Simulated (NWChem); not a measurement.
# C2F2 (SMILES FC#CF): B3LYP/cc-pVTZ

What is the electronic atomisation energy of C2F2 at B3LYP/cc-pVTZ? 

The results are computed with NWChem 7.3.0.

**1. Starting point**

C2F2 has 4 atoms, charge 0, and is taken as a singlet. As SMILES, `FC#CF`. The shape is that of a PBE0-D4/def2-TZVP optimisation.

Bond lengths: F1–C2 1.277 Å, C2–C3 1.184 Å, C3–F4 1.277 Å. Angles: F1–C2–C3 180.0°, C2–C3–F4 180.0°.

**2. The energy at B3LYP/cc-pVTZ**

struct.xyz

```xyz
4

F     -0.136400     0.128000     1.852800
C     -0.033700     0.030200     0.583200
C      0.061400    -0.060400    -0.593400
F      0.164100    -0.158200    -1.863000
```

struct.nw

```
start struct
memory total 2200 mb

geometry noautosym nocenter noautoz
  load format xyz struct.xyz
end

basis spherical bse
  * library cc-pVTZ
end

dft
  xc b3lyp
  grid fine
  convergence energy 1e-08
  iterations 100
  mulliken
  noprint "final vectors analysis"
end

task dft
```

Started as:

```console
$ nwchem struct.nw > struct.out
```

What it wrote:

```text
[...]
          Wavefunction type:  closed shell.
          No. of atoms     :     4
          No. of electrons :    30
[...]
          Charge           :     0
          Spin multiplicity:     1
[...]
          AO basis - number of functions:   120
[...]
              XC Information
              --------------
                         B3LYP Method XC Potential
                     Hartree-Fock (Exact) Exchange  0.200
                        Slater Exchange Functional  0.800 local
                    Becke 1988 Exchange Functional  0.720 non-local
              Lee-Yang-Parr Correlation Functional  0.810
                  VWN I RPA Correlation Functional  0.190 local
[...]
 d= 0,ls=0.0,diis     1   -275.7916561134 -3.71D+02  6.04D-03  9.28D-01     2.0
[...]
 d= 0,ls=0.0,diis     8   -275.8554903096  3.91D-10  3.97D-07  1.15D-08    13.3
         Total DFT energy =     -275.855490309555
      One electron energy =     -569.440279197421
           Coulomb energy =      229.792599831501
    Exchange-Corr. energy =      -31.718814813691
 Nuclear repulsion energy =       95.511003870056
[...]
      Total Density - Mulliken Population Analysis
     ---------------------------------------------
    Atom       Charge   Shell Charges
 -----------   ------   -------------------------------------------------------
    1 F    9     9.08   1.94  0.28  1.05  0.60  1.59  2.37  1.23  0.00  0.02  0.00
    2 C    6     5.92   1.96  0.19  0.69  0.20  0.91  1.37  0.47  0.04  0.07  0.02
    3 C    6     5.92   1.96  0.19  0.69  0.20  0.91  1.37  0.47  0.04  0.07  0.02
    4 F    9     9.08   1.94  0.28  1.05  0.60  1.59  2.37  1.23  0.00  0.02  0.00
[...]
```

It took 14 s on 1 thread of Intel Xeon 6975P-C (Granite Rapids), shared host; peak memory 0.12 GiB.

**3. The C atom, same level**

struct.nw

```
start struct
title "C energy"
memory 2200 mb

geometry units atomic noautosym nocenter noautoz
   C   0.00000000  0.00000000  0.00000000
end

basis "ao basis" spherical bse
   * library cc-pVTZ
end

dft
   xc b3lyp
   mult 3
   grid fine
   convergence energy 1e-08
   maxiter 100
   mulliken
   print low
end

task dft energy
```

Run the same way, it converges to -37.85857 Eh (log not shown).

**4. The F atom, same level**

f.xyz

```xyz
1
F
F      0.000000     0.000000     0.000000
```

f.nw

```
start f
title "F"
memory total 2200 mb

geometry noautosym nocenter noautoz
 load format xyz f.xyz
end

basis spherical bse
 F library cc-pVTZ
end

dft
 xc b3lyp
 mult 2
 grid fine
 convergence energy 1e-08
 iterations 100
 mulliken
 noprint "final vectors analysis"
end

task dft
```

Run the same way, it converges to -99.76287 Eh (log not shown).

**5. Outcome**

At B3LYP/cc-pVTZ:

| quantity | value |
| --- | --- |
| molecule: total energy | -275.85549 Eh |
| molecule: dipole moment | 0.00 D |
| C atom: total energy | -37.85857 Eh |
| C atom: ⟨S²⟩ | 2.003 |
| F atom: total energy | -99.76287 Eh |
| F atom: ⟨S²⟩ | 0.751 |
| electronic atomisation energy | 16.670 eV |

In words: Taking the molecule apart into free atoms costs 16.67 eV (384 kcal/mol), before zero-point energy and without spin-orbit coupling.
